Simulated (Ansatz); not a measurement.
# Au (fcc type): the cost of one run

Computed with Ansatz 0.2.0 (DFT, LDA, all-electron LAPW, scalar-relativistic, unless a step's input says otherwise).

## (1) The starting structure

Symmetry: Fm-3m, No. 225, cubic system. The conventional cell has a = 4.046 Å, b = 4.046 Å, c = 4.046 Å, α = 90.00°, β = 90.00°, γ = 90.00°. Around Au (site symmetry m-3m) lie 12 Au at 2.86 Å.

Coordinates:

```
Au
1.0
     0.00000    2.02325    2.02325
     2.02325    0.00000    2.02325
     2.02325    2.02325    0.00000
Au
1
Direct
  0.00000 0.00000 0.00000
```

## (2) Fcc relaxed, LAPW

The input, input.yaml:

```yaml
crystal:
  lattice:
    - [0.0, 2.0232464855, 2.0232464855]
    - [2.0232464855, 0.0, 2.0232464855]
    - [2.0232464855, 2.0232464855, 0.0]
  atoms:
    - { symbol: Au, position: [0.0, 0.0, 0.0] }
kpoints:
  mp_grid: { grid: [17, 17, 17] }
scf:
  occupations: { method: fermi_dirac, width: 0.05 }
hamiltonian:
  xc: lda
  pseudopotentials: { kind: all_electron, lapw: { basis_error: 0.0005 } }
output:
  forces: true
  stress: true
  eigenvalues: true
  populations: true
relax:
  f_tol: 0.005
  max_steps: 25
  cell: {}
```

Started as:

```
ansatz run input.yaml --threads 1 --pin off --max-ram 3072MiB --backend cpu --events-out ev --progress --plain --runs-dir out
```

Q: Estimate wall time and peak memory on 1 thread of Arm Neoverse V1, shared host.

About 35 s, with a peak of 0.45 GiB.
